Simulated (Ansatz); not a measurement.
# Lu: strong compression

One table from this session's results is given with a row withheld; the runs are named, their logs left out.

Method: DFT PBE, with the methods named in each step, in Ansatz 0.2.0.

3 further runs of the same task are left out: 3 that didn't finish.

**The starting structure**

It takes space group P6_3/mmc (No. 194, hexagonal). The conventional cell has a = 3.474 Å, b = 3.474 Å, c = 11.133 Å, α = 90.00°, β = 90.00°, γ = 120.00°. Around Lu (site symmetry -3m) lie 12 Lu at 3.43 to 3.47 Å. Lu (site symmetry -6m2) has 12 Lu at 3.43 to 3.47 Å as nearest neighbours.

Coordinates:

```
Lu
1.0
     3.47365    0.00000    0.00000
    -1.73682    3.00827    0.00000
     0.00000    0.00000   11.13282
Lu
4
Direct
  0.00000 0.00000 0.00000
  0.00000 0.00000 0.50000
  0.33333 0.66667 0.25000
  0.66667 0.33333 0.75000
```

Whether this phase is the stable one at these pressures isn't tested.

Atoms are numbered in the order of the input: Lu1, Lu2, Lu3, Lu4.

Set-up of the first run:

File input.yaml:

```yaml
crystal:
  lattice:
    - [3.4736491469, 0.0, 0.0]
    - [-1.7368245734, 3.008268405, 0.0]
    - [0.0, 0.0, 11.1328244942]
  atoms:
    - { symbol: Lu, position: [0.0, 0.0, 0.0] }
    - { symbol: Lu, position: [0.0, 0.0, 0.5] }
    - { symbol: Lu, position: [0.3333333333, 0.6666666667, 0.25] }
    - { symbol: Lu, position: [0.6666666667, 0.3333333333, 0.75] }
kpoints:
  mp_grid: { grid: [10, 10, 3] }
  band_path:
    path:
      - [0.0, 0.0, 0.0]
      - [0.5, 0.0, 0.0]
      - [0.3333333333, 0.3333333333, 0.0]
      - [0.0, 0.0, 0.0]
      - [0.0, 0.0, 0.5]
      - [0.5, 0.0, 0.5]
      - [0.3333333333, 0.3333333333, 0.5]
      - [0.0, 0.0, 0.5]
      - [0.5, 0.0, 0.5]
    npoints: 14
scf:
  occupations: { method: fermi_dirac, width: 0.1 }
hamiltonian:
  xc: pbe
  pseudopotentials: { kind: all_electron, lapw: { basis_error: 0.001 } }
output:
  forces: true
  stress: true
  eigenvalues: true
  populations: true
  dos: { projected: true, de: 0.2, e_range: [-14, 8] }
```

Started as:

```bash
> ansatz run input.yaml --threads 1 --pin off --max-ram 3072MiB --backend cpu --events-out ev --progress --plain --runs-dir out
```

Steps of the session up to this table: The reference volume, LAPW; Volume scaled by 1, crystal datasets; Volume scaled by 1, norm-conserving; Volume scaled by 0.8, LAPW; Volume scaled by 0.8, norm-conserving; Volume scaled by 0.6, LAPW; Volume scaled by 0.5, LAPW; Volume scaled by 0.5, norm-conserving; Volume scaled by 0.4, LAPW; Volume scaled by 0.4, crystal datasets; Volume scaled by 0.4, norm-conserving.

One of the session's tables, all rows but one given; the rest of the session is left out.

```
             method  volume over the first  volume (Å³/atom)  pressure (GPa)
               LAPW                      1            29.084           -0.01
               LAPW                    0.8            23.267           13.80
               LAPW                    0.6            17.450           52.84
               LAPW                    0.5            14.542          100.14
               LAPW                    0.4            11.633          203.42
                PAW                      1            29.084           -0.01
                PAW                    0.8            23.267           13.79
                PAW                    0.6            17.450           52.82
                PAW                    0.5            14.542          100.10
                PAW                    0.4            11.633          203.17
PAW (source ansatz)                    0.4            11.633          203.95
   crystal datasets                      1            29.084           -0.01
   crystal datasets                    0.4            11.633          203.42
    norm-conserving                      1            29.084           -0.05
    norm-conserving                    0.8            23.267           13.63
    norm-conserving                    0.5                 ?               ?
    norm-conserving                    0.4            11.633          202.06
```

**Question.** Estimate the row for norm-conserving, 0.5.

As computed: volume (Å³/atom): 14.542; pressure (GPa): 99.13.

Limits of these values: Rows by PAW come from runs of the same series that aren't printed here. Warnings in the runs' records: crystal datasets made, eigensolver not converged.
